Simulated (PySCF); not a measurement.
# CH6ClPSn: the cost of one run

Computed with PySCF 2.14.0 and routines of our own; the level stands in each step. Atoms count from 0.

## (1) The system as given

10 atoms, charge 0, multiplicity 1; geometry from: GFN2-xTB.

## (2) Geometry optimisation at PBE0-D3(BJ)/def2-SVP

What the job is given:

```
{"job": {"xc": "PBE0", "basis": "def2-SVP", "d3": "d3bj", "grid": 1, "maxiter": 30, "shake": 0.01, "kind": "geom"}, "charge": 0, "multiplicity": 1}
P      2.343230    -0.319590    -0.702810
Sn     0.238250     0.966170    -0.188590
C     -1.456360    -0.311480     0.510530
Cl    -1.521300    -1.763360    -0.469570
H      2.406350    -0.817690     0.568690
H      1.595830    -1.382060    -1.161130
H      0.441560     2.214680     0.960710
H     -0.324660     1.792720    -1.553550
H     -1.290110    -0.614270     1.567080
H     -2.382360     0.213950     0.447590
```

Run with:

```
$ OMP_NUM_THREADS=1 python heavy_run.py task.json out
```

This one command runs all jobs of the session in turn.

**Question.** How long does this first job take on 1 thread of Arm Neoverse N1, shared host, and how much memory does it need?

About 86 s, with a peak of 0.45 GiB.
